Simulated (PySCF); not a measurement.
# [HoI2]+: other functionals and bases at one geometry

How far do other levels of theory move the description of [HoI2]+, and what does each cost? The structure is generated, not taken from experiment.

Program: PySCF 2.14.0. Level of theory: several levels, as the steps say, no spin–orbit coupling. These are calculated values, not measurements.

1 further run of the same task is left out (for a known fault of the program).

### Step 1. The system as given

3 atoms, charge 1, spin multiplicity 1.

Bond lengths: Ho1–I2 2.716 Å, Ho1–I3 2.716 Å. Angles: I2–Ho1–I3 111.0°.

Coordinates:

```xyz
3
charge 1, multiplicity 1
Ho    0.00000    0.00000   -0.95327
I     2.23834    0.00000    0.58548
I    -2.23834    0.00000    0.58548
```

Formal oxidation states: Ho +3. Each metal's 10 4f electrons lie in its core potential, so multiplicities, spins and levels count the valence alone. An earlier session relaxed this geometry at PBE0, Ho lcecp-1-SVP with ECP56, I def2-SVP with ECP28 (singlet, point group C2v).

At PBE0 on the finer grid: E = -632.957824 Eh, HOMO -11.96 eV, LUMO -7.77 eV, Mulliken charge on Ho1 +1.08 e, largest force component 0.015 eV/Å. 

Levels to run: PBE; revPBE; PBE0, TZVP. Hardware: 2 threads of Intel Xeon 6975P-C (Granite Rapids), shared host.

### Step 2. PBE

The input, run.py (the lines that set the calculation):

```python
mol = gto.M(atom='''
Ho     0.00000     0.00000    -0.95327
I      2.23834     0.00000     0.58548
I     -2.23834     0.00000     0.58548''',
    basis={'Ho': 'lcecp-1-SVP', 'I': 'def2-SVP'},
    ecp={'Ho': 'lcecp-1-SVP', 'I': 'def2-SVP'},
    charge=1, spin=0)
mf = dft.RKS(mol, xc='PBE')
mf.grids.atom_grid = (75, 302)  # f atoms: unpruned, at least (60, 302)
mf = mf.density_fit()  # fitting sets: Ho AutoAux, I def2-universal-JKFIT
mf.conv_tol = 1e-08; mf.max_cycle = 55
mf.kernel(dm0)  # dm0: the density of the relaxed state
```

Launch:

```console
OMP_NUM_THREADS=2 python run.py
```

### Step 3. revPBE

run.py (the lines that set the calculation): that of step 2 with these lines changed.

```diff
@@ -7,3 +7,3 @@
     charge=1, spin=0)
-mf = dft.RKS(mol, xc='PBE')
+mf = dft.RKS(mol, xc='PBE_R,PBE')
 mf.grids.atom_grid = (75, 302)  # f atoms: unpruned, at least (60, 302)
```

### Step 4. PBE0, TZVP

Basis: Ho lcecp-1-TZVP with ECP56, I def2-TZVP with ECP28. 

The input, run.py (the lines that set the calculation):

```python
mol = gto.M(atom='''
Ho     0.00000     0.00000    -0.95327
I      2.23834     0.00000     0.58548
I     -2.23834     0.00000     0.58548''',
    basis={'Ho': 'lcecp-1-TZVP', 'I': 'def2-TZVP'},
    ecp={'Ho': 'lcecp-1-TZVP', 'I': 'def2-TZVP'},
    charge=1, spin=0)
mf = dft.RKS(mol, xc='PBE0')
mf.grids.atom_grid = (75, 302)  # f atoms: unpruned, at least (60, 302)
mf = mf.density_fit()  # fitting sets: Ho AutoAux, I def2-universal-JKFIT
mf.conv_tol = 1e-08; mf.max_cycle = 55
mf.kernel(dm0)  # dm0: free metal ions and neutral atoms
```

**Question.** What will these runs give? Wanted: for each run, HOMO; gap; charge on Ho1; dipole; largest force.

**Answer**, as computed:

| level | state | HOMO (eV) | gap (eV) | charge on Ho1 (e) | dipole (D) | largest force (eV/Å) | basis functions | time |
| --- | --- | --- | --- | --- | --- | --- | --- | --- |
| PBE0 (relaxed here) | singlet | -11.96 | 4.19 | 1.08 | 7.16 | 0.01 | 85 | 6.4 s |
| PBE | singlet | -10.92 | 2.49 | 0.95 | 6.49 | 0.25 | 85 | 4.5 s |
| revPBE | singlet | -10.86 | 2.55 | 0.98 | 6.56 | 0.35 | 85 | 4.4 s |
| PBE0, TZVP | singlet | -11.89 | 4.24 | 1.36 | 6.92 | 0.05 | 147 | 9.1 s |

Times are on 2 threads of Intel Xeon 6975P-C (Granite Rapids), shared host; the first row also made further properties. The dipole of a charged species depends on the origin, so these sizes hold for this origin alone.

In one basis the HOMO–LUMO gap runs from 2.49 eV (PBE) to 4.19 eV (PBE0). The largest leftover force, 0.35 eV/Å with revPBE, stands at a geometry relaxed at another level. The Mulliken charge on Ho spans +0.95 to +1.36 e over the levels. With 4f in the core, its levels are missing from HOMO and gap. Total energies of different levels can't be compared. Spin–orbit coupling is left out throughout.
